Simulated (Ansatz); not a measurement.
# GaIr: a two-dimensional strain map

This session takes GaIr and sets out to strain the cell in the xy plane and along z independently.

Program: Ansatz 0.2.0. Level of theory: DFT r2SCAN, scalar-relativistic, plane waves, PAW. These are calculated values, not measurements.

## Step 1: Starting point

It takes space group Pm-3m (No. 221, cubic). The conventional cell has a = 3.004 Å, b = 3.004 Å, c = 3.004 Å, α = 90.00°, β = 90.00°, γ = 90.00°. Around Ga (site symmetry m-3m) lie 8 Ir at 2.60 Å. Ir (site symmetry m-3m) is surrounded by 8 Ga at 2.60 Å.

As a file:

```xyz
2
Lattice="3.0040 0.0000 0.0000 0.0000 3.0040 0.0000 0.0000 0.0000 3.0040" Properties=species:S:1:pos:R:3 pbc="T T T"
Ga    0.0000    0.0000    0.0000
Ir    1.5020    1.5020    1.5020
```

No relaxation comes first: the listed cell is the starting point.

## Step 2: Zero of energy

The reference gives a free energy of -15739.8455 eV, pressure 5.68 GPa, largest force 0.000 eV/Å and gap on the mesh none (metal). It was computed beforehand with the settings of the runs below.

## Step 3: Setting up a two-dimensional strain map

The cell is strained by p along both x and y and by q along z, with fractional coordinates fixed.

## Step 4: At p = -0.050, q = -0.050

The input, input.yaml:

```yaml
crystal:
  lattice:
    - [2.8538, 0.0, 0.0]
    - [0.0, 2.8538, 0.0]
    - [0.0, 0.0, 2.8538]
  atoms:
    - { symbol: Ga, position: [0.0, 0.0, 0.0] }
    - { symbol: Ir, position: [0.5, 0.5, 0.5] }
basis:
  ecutwfc: 500
kpoints:
  mp_grid: { grid: [16, 16, 16] }
hamiltonian:
  xc: r2scan
scf:
  occupations: { method: gaussian, width: 0.15 }
output:
  forces: true
  stress: true
  eigenvalues: true
```

Run with:

```sh
$ ansatz run input.yaml --threads 1 --pin off --max-ram 2560MiB --backend cpu --events-out ev --progress --plain --runs-dir out
```

The session goes on with these runs: At p = -0.050, q = 0.000; point p = -0.050, q = 0.050; point p = 0.000, q = -0.050; point p = 0.000, q = 0.050; p = 0.050, q = -0.050; At p = 0.050, q = 0.000; point p = 0.050, q = 0.050; At p = -0.050, q = -0.025; p = -0.050, q = 0.025; p = -0.025, q = -0.050; point p = -0.025, q = 0.000; point p = -0.025, q = 0.050; p = 0.000, q = -0.025; At p = 0.000, q = 0.025.

**Question.** What will these runs give? Wanted: highest point; lowest point away from the origin.

As calculated:

| quantity | value |
| --- | --- |
| highest point | 382.8 meV/atom at (p, q) = (-0.050, -0.050) |
| lowest point away from the origin | -4.9 meV/atom at (0.000, 0.025) |

In words: Of the points run, the lowest is (0.000, 0.025), 4.9 meV/atom below the undisturbed cell, which was taken as given and not relaxed at this level. At |p| = |q| = 0.050, points where p and q have the same sign cost 260.9 meV/atom on average, those of opposite sign 58.4: stretching in the plane is cheaper with a contraction along z. Spin-orbit coupling is left out for Ir.
